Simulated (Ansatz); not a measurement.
# BGeHCl (quartet): r2SCANh, wB97M-V, B2PLYP, RPA-PBE over vertical spin and charge gaps and displaced geometries, cc-pVDZ, part 2 of 2

Ansatz 0.2.0, Gaussian basis; cc-pVDZ, all electrons in the functionals, frozen cores in the correlation of double hybrids and RPA. The steps go on from the part before.

### 13 B2PLYP, charge 0, sextet

Input file in.yaml:

```yaml
crystal:
  periodic: [false, false, false]
  atoms:
    - {symbol: B, position_ang: [0.000000, -1.105561, 1.857168]}
    - {symbol: Ge, position_ang: [0.000000, 0.237547, 0.500263]}
    - {symbol: Cl, position_ang: [0.000000, -0.199904, -1.607211]}
    - {symbol: H, position_ang: [0.000000, 1.769935, 0.559060]}
basis:
  gaussian: {orbitals: cc-pVDZ}
magnetization: {spin_polarized: true, initial_magnetization: 5}
hamiltonian: {xc: {name: B2PLYP}}
correlation: {electrons: outside_noble_gas}
```

Run with:

```
$ ansatz run in.yaml --threads 1 --pin off --events-out ev --progress --plain --max-ram 2393MiB
```

The log of the run, cut to the lines that bear on the results:

```text
Functional definition: B2PLYP
  name "B2PLYP"
  cite "Grimme, J. Chem. Phys. 124, 034108 (2006) doi:10.1063/1.2148954"
  cite "Becke, Phys. Rev. A 38, 3098 (1988) doi:10.1103/PhysRevA.38.3098"
  cite "Lee, Yang & Parr, Phys. Rev. B 37, 785 (1988) doi:10.1103/PhysRevB.37.785"
[...]
698 factors; integrals over basis functions are off by at most 9.7e-4 eV
[...]
mean field -69703.63258593 eV, -2561.5612507139 hartree, gradient 7.9e-6 eV, S^2 8.760283; 6 other end points of the search recorded, 0 dependent functions left out
20 core orbitals not correlated: weight in the atoms' cores, before any rotation towards them, 0.997 or more for the frozen orbitals, at most 0.002 for the correlated occupied ones
reference -69703.63272353 eV, -2561.5612557704 hartree; 10, 5 occupied and 34, 39 virtual orbitals, 698 factors
second order -8.38093526 eV of doubles, -0.00000000 eV of singles
Total energy: -69705.89557605 eV, -2561.6444140667 hartree
```

It took 17 s on 1 thread of Intel Xeon at 2.50GHz, shared host.

From the report: ⟨S²⟩ of the determinant 8.760 (pure sextet: 8.75).

From charge 0, quartet: +6.355 eV.

### 14 B2PLYP, charge 1, triplet

in.yaml: that of step 13 with these lines changed.

```diff
@@ -9,3 +9,4 @@
   gaussian: {orbitals: cc-pVDZ}
-magnetization: {spin_polarized: true, initial_magnetization: 5}
+total_charge: 1
+magnetization: {spin_polarized: true, initial_magnetization: 2}
 hamiltonian: {xc: {name: B2PLYP}}
```

The command is unchanged.

The log of the run, cut to the lines that bear on the results:

```text
Functional definition: B2PLYP
  name "B2PLYP"
  cite "Grimme, J. Chem. Phys. 124, 034108 (2006) doi:10.1063/1.2148954"
  cite "Becke, Phys. Rev. A 38, 3098 (1988) doi:10.1103/PhysRevA.38.3098"
  cite "Lee, Yang & Parr, Phys. Rev. B 37, 785 (1988) doi:10.1103/PhysRevB.37.785"
[...]
698 factors; integrals over basis functions are off by at most 9.7e-4 eV
[...]
mean field -69702.17038415 eV, -2561.5075157897 hartree, gradient 2.1e-6 eV, S^2 2.002893; 3 other end points of the search recorded, 0 dependent functions left out
20 core orbitals not correlated: weight in the atoms' cores, before any rotation towards them, 0.999 or more for the frozen orbitals, at most 0.001 for the correlated occupied ones
reference -69702.17052162 eV, -2561.5075208416 hartree; 8, 6 occupied and 36, 38 virtual orbitals, 698 factors
second order -8.13999989 eV of doubles, -0.00000000 eV of singles
Total energy: -69704.36832159 eV, -2561.5882885007 hartree
```

It took 15 s on 1 thread of Intel Xeon at 2.50GHz, shared host.

From the report: ⟨S²⟩ of the determinant 2.003 (pure triplet: 2.00).

From charge 0, quartet: +7.882 eV.

### 15 B2PLYP, charge 1, quintet

in.yaml: that of step 14 with these lines changed.

```diff
@@ -10,3 +10,3 @@
 total_charge: 1
-magnetization: {spin_polarized: true, initial_magnetization: 2}
+magnetization: {spin_polarized: true, initial_magnetization: 4}
 hamiltonian: {xc: {name: B2PLYP}}
```

The command is unchanged.

The log of the run, cut to the lines that bear on the results:

```text
Functional definition: B2PLYP
  name "B2PLYP"
  cite "Grimme, J. Chem. Phys. 124, 034108 (2006) doi:10.1063/1.2148954"
  cite "Becke, Phys. Rev. A 38, 3098 (1988) doi:10.1103/PhysRevA.38.3098"
  cite "Lee, Yang & Parr, Phys. Rev. B 37, 785 (1988) doi:10.1103/PhysRevB.37.785"
[...]
698 factors; integrals over basis functions are off by at most 9.7e-4 eV
[...]
mean field -69698.71973418 eV, -2561.3807067420 hartree, gradient 3.0e-6 eV, S^2 6.008395; 4 other end points of the search recorded, 0 dependent functions left out
20 core orbitals not correlated: weight in the atoms' cores, before any rotation towards them, 0.997 or more for the frozen orbitals, at most 0.002 for the correlated occupied ones
reference -69698.71987442 eV, -2561.3807118959 hartree; 9, 5 occupied and 35, 39 virtual orbitals, 698 factors
second order -7.70743752 eV of doubles, -0.00000000 eV of singles
Total energy: -69700.80088255 eV, -2561.4571875341 hartree
```

It took 13 s on 1 thread of Intel Xeon at 2.50GHz, shared host.

From the report: ⟨S²⟩ of the determinant 6.008 (pure quintet: 6.00).

From charge 0, quartet: +11.450 eV.

### 16 B2PLYP, displaced geometry v1

Input file in.yaml:

```yaml
crystal:
  periodic: [false, false, false]
  atoms:
    - {symbol: B, position_ang: [-0.012962, -1.108380, 1.880022]}
    - {symbol: Ge, position_ang: [-0.013795, 0.218586, 0.511964]}
    - {symbol: Cl, position_ang: [0.034169, -0.159555, -1.638123]}
    - {symbol: H, position_ang: [-0.068608, 1.747469, 0.557950]}
basis:
  gaussian: {orbitals: cc-pVDZ}
magnetization: {spin_polarized: true, initial_magnetization: 3}
hamiltonian: {xc: {name: B2PLYP}}
correlation: {electrons: outside_noble_gas}
```

The command is unchanged.

The log of the run, cut to the lines that bear on the results:

```text
Functional definition: B2PLYP
  name "B2PLYP"
  cite "Grimme, J. Chem. Phys. 124, 034108 (2006) doi:10.1063/1.2148954"
  cite "Becke, Phys. Rev. A 38, 3098 (1988) doi:10.1103/PhysRevA.38.3098"
  cite "Lee, Yang & Parr, Phys. Rev. B 37, 785 (1988) doi:10.1103/PhysRevB.37.785"
[...]
698 factors; integrals over basis functions are off by at most 9.8e-4 eV
[...]
mean field -69709.95020148 eV, -2561.7934188032 hartree, gradient 5.3e-6 eV, S^2 3.752705; 0 other end points of the search recorded, 0 dependent functions left out
20 core orbitals not correlated: weight in the atoms' cores, before any rotation towards them, 0.999 or more for the frozen orbitals, at most 0.001 for the correlated occupied ones
reference -69709.95033468 eV, -2561.7934236979 hartree; 9, 6 occupied and 35, 38 virtual orbitals, 698 factors
second order -8.53126094 eV of doubles, -0.00000000 eV of singles
Total energy: -69712.25377513 eV, -2561.8780735733 hartree
```

Run time: 12 s. Hardware: 1 thread of Intel Xeon at 2.50GHz, shared host.

From the report: ⟨S²⟩ of the determinant 3.753 (pure quartet: 3.75).

From charge 0, quartet: -0.003 eV.

### 17 B2PLYP, displaced geometry v2

Input file in.yaml:

```yaml
crystal:
  periodic: [false, false, false]
  atoms:
    - {symbol: B, position_ang: [0.126013, -1.102856, 1.848954]}
    - {symbol: Ge, position_ang: [-0.038861, 0.248626, 0.503643]}
    - {symbol: Cl, position_ang: [0.037760, -0.221249, -1.612012]}
    - {symbol: H, position_ang: [0.120868, 1.693320, 0.572473]}
basis:
  gaussian: {orbitals: cc-pVDZ}
magnetization: {spin_polarized: true, initial_magnetization: 3}
hamiltonian: {xc: {name: B2PLYP}}
correlation: {electrons: outside_noble_gas}
```

The command is unchanged.

The log of the run, cut to the lines that bear on the results:

```text
Functional definition: B2PLYP
  name "B2PLYP"
  cite "Grimme, J. Chem. Phys. 124, 034108 (2006) doi:10.1063/1.2148954"
  cite "Becke, Phys. Rev. A 38, 3098 (1988) doi:10.1103/PhysRevA.38.3098"
  cite "Lee, Yang & Parr, Phys. Rev. B 37, 785 (1988) doi:10.1103/PhysRevB.37.785"
[...]
698 factors; integrals over basis functions are off by at most 1.0e-3 eV
[...]
mean field -69709.88004967 eV, -2561.7908407715 hartree, gradient 7.8e-6 eV, S^2 3.753184; 0 other end points of the search recorded, 0 dependent functions left out
20 core orbitals not correlated: weight in the atoms' cores, before any rotation towards them, 0.999 or more for the frozen orbitals, at most 0.001 for the correlated occupied ones
reference -69709.88018221 eV, -2561.7908456423 hartree; 9, 6 occupied and 35, 38 virtual orbitals, 698 factors
second order -8.48111969 eV of doubles, -0.00000000 eV of singles
Total energy: -69712.17008453 eV, -2561.8749980003 hartree
```

Run time: 11 s. Hardware: 1 thread of Intel Xeon at 2.50GHz, shared host.

From the report: ⟨S²⟩ of the determinant 3.753 (pure quartet: 3.75).

From charge 0, quartet: +0.081 eV.

### 18 RPA-PBE, charge 0, quartet

Input file in.yaml:

```yaml
crystal:
  periodic: [false, false, false]
  atoms:
    - {symbol: B, position_ang: [0.000000, -1.105561, 1.857168]}
    - {symbol: Ge, position_ang: [0.000000, 0.237547, 0.500263]}
    - {symbol: Cl, position_ang: [0.000000, -0.199904, -1.607211]}
    - {symbol: H, position_ang: [0.000000, 1.769935, 0.559060]}
basis:
  gaussian: {orbitals: cc-pVDZ}
magnetization: {spin_polarized: true, initial_magnetization: 3}
hamiltonian: {xc: {name: PBE}}
correlation: {method: rpa, electrons: outside_noble_gas}
```

The command is unchanged.

The log of the run, cut to the lines that bear on the results:

```text
Functional definition: PBE
  name "PBE"
  cite "Perdew, Burke & Ernzerhof, Phys. Rev. Lett. 77, 3865 (1996) doi:10.1103/PhysRevLett.77.3865"
  parent pbe
[...]
698 factors; integrals over basis functions are off by at most 9.7e-4 eV
[...]
mean field -69713.78514701 eV, -2561.9343504518 hartree, gradient 2.5e-6 eV, S^2 3.751265; 0 other end points of the search recorded, 0 dependent functions left out
20 core orbitals not correlated: weight in the atoms' cores, before any rotation towards them, 0.997 or more for the frozen orbitals, at most 0.002 for the correlated occupied ones
reference -69660.13718029 eV, -2559.9628240387 hartree; 9, 6 occupied and 35, 38 virtual orbitals, 698 factors
Total energy: -69672.60812063 eV, -2560.4211226431 hartree
```

Wall time 6 s (1 thread of Intel Xeon at 2.50GHz, shared host).

From the report: ⟨S²⟩ of the determinant 3.751 (pure quartet: 3.75).

### 19 RPA-PBE, charge 0, doublet

in.yaml: that of step 18 with these lines changed.

```diff
@@ -9,3 +9,3 @@
   gaussian: {orbitals: cc-pVDZ}
-magnetization: {spin_polarized: true, initial_magnetization: 3}
+magnetization: {spin_polarized: true, initial_magnetization: 1}
 hamiltonian: {xc: {name: PBE}}
```

Same command.

The log of the run, cut to the lines that bear on the results:

```text
Functional definition: PBE
  name "PBE"
  cite "Perdew, Burke & Ernzerhof, Phys. Rev. Lett. 77, 3865 (1996) doi:10.1103/PhysRevLett.77.3865"
  parent pbe
[...]
698 factors; integrals over basis functions are off by at most 9.7e-4 eV
[...]
mean field -69713.92375046 eV, -2561.9394440348 hartree, gradient 9.7e-7 eV, S^2 1.199694; 13 other end points of the search recorded, 0 dependent functions left out
20 core orbitals not correlated: weight in the atoms' cores, before any rotation towards them, 0.997 or more for the frozen orbitals, at most 0.002 for the correlated occupied ones
reference -69659.70580171 eV, -2559.9469711683 hartree; 8, 7 occupied and 36, 37 virtual orbitals, 698 factors
Total energy: -69672.80150831 eV, -2560.4282295095 hartree
```

Wall time 32 s (1 thread of Intel Xeon at 2.50GHz, shared host).

From the report: ⟨S²⟩ of the determinant 1.200 (pure doublet: 0.75).

From charge 0, quartet: -0.193 eV.

### 20 RPA-PBE, charge 0, sextet

in.yaml: that of step 19 with these lines changed.

```diff
@@ -9,3 +9,3 @@
   gaussian: {orbitals: cc-pVDZ}
-magnetization: {spin_polarized: true, initial_magnetization: 1}
+magnetization: {spin_polarized: true, initial_magnetization: 5}
 hamiltonian: {xc: {name: PBE}}
```

Same command.

The log of the run, cut to the lines that bear on the results:

```text
Functional definition: PBE
  name "PBE"
  cite "Perdew, Burke & Ernzerhof, Phys. Rev. Lett. 77, 3865 (1996) doi:10.1103/PhysRevLett.77.3865"
  parent pbe
[...]
698 factors; integrals over basis functions are off by at most 9.7e-4 eV
[...]
mean field -69707.89926067 eV, -2561.7180481184 hartree, gradient 3.1e-6 eV, S^2 8.752683; 14 other end points of the search recorded, 0 dependent functions left out
20 core orbitals not correlated: weight in the atoms' cores, before any rotation towards them, 0.996 or more for the frozen orbitals, at most 0.003 for the correlated occupied ones
reference -69653.95635684 eV, -2559.7356829666 hartree; 10, 5 occupied and 34, 39 virtual orbitals, 698 factors
Total energy: -69666.58810028 eV, -2560.1998909758 hartree
```

Run time: 33 s. Hardware: 1 thread of Intel Xeon at 2.50GHz, shared host.

From the report: ⟨S²⟩ of the determinant 8.753 (pure sextet: 8.75).

From charge 0, quartet: +6.020 eV.

### 21 RPA-PBE, charge 1, triplet

in.yaml: that of step 20 with these lines changed.

```diff
@@ -9,3 +9,4 @@
   gaussian: {orbitals: cc-pVDZ}
-magnetization: {spin_polarized: true, initial_magnetization: 5}
+total_charge: 1
+magnetization: {spin_polarized: true, initial_magnetization: 2}
 hamiltonian: {xc: {name: PBE}}
```

The command is unchanged.

The log of the run, cut to the lines that bear on the results:

```text
Functional definition: PBE
  name "PBE"
  cite "Perdew, Burke & Ernzerhof, Phys. Rev. Lett. 77, 3865 (1996) doi:10.1103/PhysRevLett.77.3865"
  parent pbe
[...]
698 factors; integrals over basis functions are off by at most 9.7e-4 eV
[...]
mean field -69705.74547323 eV, -2561.6388978899 hartree, gradient 6.0e-6 eV, S^2 2.002061; 6 other end points of the search recorded, 0 dependent functions left out
20 core orbitals not correlated: weight in the atoms' cores, before any rotation towards them, 0.997 or more for the frozen orbitals, at most 0.002 for the correlated occupied ones
reference -69652.40453541 eV, -2559.6786545809 hartree; 8, 6 occupied and 36, 38 virtual orbitals, 698 factors
Total energy: -69664.67953022 eV, -2560.1297523199 hartree
```

It took 21 s on 1 thread of Intel Xeon at 2.50GHz, shared host.

From the report: ⟨S²⟩ of the determinant 2.002 (pure triplet: 2.00).

From charge 0, quartet: +7.929 eV.

### 22 RPA-PBE, charge 1, quintet

in.yaml: that of step 21 with these lines changed.

```diff
@@ -10,3 +10,3 @@
 total_charge: 1
-magnetization: {spin_polarized: true, initial_magnetization: 2}
+magnetization: {spin_polarized: true, initial_magnetization: 4}
 hamiltonian: {xc: {name: PBE}}
```

Launched as before.

The log of the run, cut to the lines that bear on the results:

```text
Functional definition: PBE
  name "PBE"
  cite "Perdew, Burke & Ernzerhof, Phys. Rev. Lett. 77, 3865 (1996) doi:10.1103/PhysRevLett.77.3865"
  parent pbe
[...]
698 factors; integrals over basis functions are off by at most 9.7e-4 eV
[...]
mean field -69702.54985979 eV, -2561.5214612621 hartree, gradient 2.2e-6 eV, S^2 6.002488; 8 other end points of the search recorded, 0 dependent functions left out
20 core orbitals not correlated: weight in the atoms' cores, before any rotation towards them, 0.996 or more for the frozen orbitals, at most 0.003 for the correlated occupied ones
reference -69648.88031573 eV, -2559.5491418964 hartree; 9, 5 occupied and 35, 39 virtual orbitals, 698 factors
Total energy: -69661.35994065 eV, -2560.0077596534 hartree
```

It took 15 s on 1 thread of Intel Xeon at 2.50GHz, shared host.

From the report: ⟨S²⟩ of the determinant 6.002 (pure quintet: 6.00).

From charge 0, quartet: +11.248 eV.

### 23 RPA-PBE, displaced geometry v1

Input file in.yaml:

```yaml
crystal:
  periodic: [false, false, false]
  atoms:
    - {symbol: B, position_ang: [-0.012962, -1.108380, 1.880022]}
    - {symbol: Ge, position_ang: [-0.013795, 0.218586, 0.511964]}
    - {symbol: Cl, position_ang: [0.034169, -0.159555, -1.638123]}
    - {symbol: H, position_ang: [-0.068608, 1.747469, 0.557950]}
basis:
  gaussian: {orbitals: cc-pVDZ}
magnetization: {spin_polarized: true, initial_magnetization: 3}
hamiltonian: {xc: {name: PBE}}
correlation: {method: rpa, electrons: outside_noble_gas}
```

The command is unchanged.

The log of the run, cut to the lines that bear on the results:

```text
Functional definition: PBE
  name "PBE"
  cite "Perdew, Burke & Ernzerhof, Phys. Rev. Lett. 77, 3865 (1996) doi:10.1103/PhysRevLett.77.3865"
  parent pbe
[...]
698 factors; integrals over basis functions are off by at most 9.8e-4 eV
[...]
mean field -69713.79501524 eV, -2561.9347131026 hartree, gradient 4.7e-6 eV, S^2 3.751259; 0 other end points of the search recorded, 0 dependent functions left out
20 core orbitals not correlated: weight in the atoms' cores, before any rotation towards them, 0.997 or more for the frozen orbitals, at most 0.002 for the correlated occupied ones
reference -69660.12041052 eV, -2559.9622077612 hartree; 9, 6 occupied and 35, 38 virtual orbitals, 698 factors
Total energy: -69672.61456960 eV, -2560.4213596384 hartree
```

Wall time 8.5 s (1 thread of Intel Xeon at 2.50GHz, shared host).

From the report: ⟨S²⟩ of the determinant 3.751 (pure quartet: 3.75).

From charge 0, quartet: -0.006 eV.

### 24 RPA-PBE, displaced geometry v2

Input file in.yaml:

```yaml
crystal:
  periodic: [false, false, false]
  atoms:
    - {symbol: B, position_ang: [0.126013, -1.102856, 1.848954]}
    - {symbol: Ge, position_ang: [-0.038861, 0.248626, 0.503643]}
    - {symbol: Cl, position_ang: [0.037760, -0.221249, -1.612012]}
    - {symbol: H, position_ang: [0.120868, 1.693320, 0.572473]}
basis:
  gaussian: {orbitals: cc-pVDZ}
magnetization: {spin_polarized: true, initial_magnetization: 3}
hamiltonian: {xc: {name: PBE}}
correlation: {method: rpa, electrons: outside_noble_gas}
```

Launched as before.

The log of the run, cut to the lines that bear on the results:

```text
Functional definition: PBE
  name "PBE"
  cite "Perdew, Burke & Ernzerhof, Phys. Rev. Lett. 77, 3865 (1996) doi:10.1103/PhysRevLett.77.3865"
  parent pbe
[...]
698 factors; integrals over basis functions are off by at most 1.0e-3 eV
[...]
mean field -69713.68719579 eV, -2561.9307508110 hartree, gradient 5.9e-6 eV, S^2 3.751350; 0 other end points of the search recorded, 0 dependent functions left out
20 core orbitals not correlated: weight in the atoms' cores, before any rotation towards them, 0.998 or more for the frozen orbitals, at most 0.002 for the correlated occupied ones
reference -69660.06623800 eV, -2559.9602169577 hartree; 9, 6 occupied and 35, 38 virtual orbitals, 698 factors
Total energy: -69672.51221001 eV, -2560.4175979927 hartree
```

Wall time 7 s (1 thread of Intel Xeon at 2.50GHz, shared host).

From the report: ⟨S²⟩ of the determinant 3.751 (pure quartet: 3.75).

From charge 0, quartet: +0.096 eV.

### 25 Against the wave-function levels

The yardstick is UCCSDT(Q), where the cluster series has nearly closed. It comes from earlier runs at the same points. Energies in eV, counted from charge 0, quartet; blanks weren't run or aren't comparable.

| level | quartet to doublet | quartet to sextet | ionisation to the triplet cation | ionisation to the quintet cation | displacement v1 | displacement v2 |
| --- | --- | --- | --- | --- | --- | --- |
| UCCSDT(Q) |  |  | 7.891 | 11.309 | -0.002 | 0.092 |
| r2SCANh | -0.024 |  |  |  |  |  |
| wB97M-V | -0.297 | 6.491 | 7.961 | 11.600 | 0.003 | 0.077 |
| B2PLYP | -0.175 | 6.355 | 7.882 | 11.450 | -0.003 | 0.081 |
| RPA-PBE | -0.193 | 6.020 | 7.929 | 11.248 | -0.006 | 0.096 |

Largest miss and mean time a point (UCCSDT(Q) took 4.3 min a point; shared hosts):

| level | largest miss (eV) | where | time a point |
| --- | --- | --- | --- |
| wB97M-V | +0.291 | ionisation to the quintet cation | 33 s |
| B2PLYP | +0.141 | ionisation to the quintet cation | 17 s |
| RPA-PBE | -0.061 | ionisation to the quintet cation | 17 s |

### 26 Results

What follows sums up all 2 parts.

| quantity | value |
| --- | --- |
| ionisation to the triplet cation, UCCSDT(Q) | 7.891 eV |
| ionisation to the quintet cation, UCCSDT(Q) | 11.309 eV |
| displacement v1, UCCSDT(Q) | -0.002 eV |
| displacement v2, UCCSDT(Q) | 0.092 eV |
| largest miss, wB97M-V | +0.291 eV (ionisation to the quintet cation) |
| largest miss, B2PLYP | +0.141 eV (ionisation to the quintet cation) |
| largest miss, RPA-PBE | -0.061 eV (ionisation to the quintet cation) |

What this shows: Misses are known at 4 of 6 points at best, and only functionals with that many are ranked. Of the functionals, RPA-PBE keep the smallest largest miss at the points compared (at most 0.061 eV) and wB97M-V strays most (0.291 eV, at ionisation to the quintet cation). B2PLYP, RPA-PBE clearly break the spin symmetry at some points (⟨S²⟩ up to 0.55 above the pure value), so energy there is bought with a mixed spin. Functionals and the yardstick converge differently with the basis, so part of each miss in cc-pVDZ is the basis.
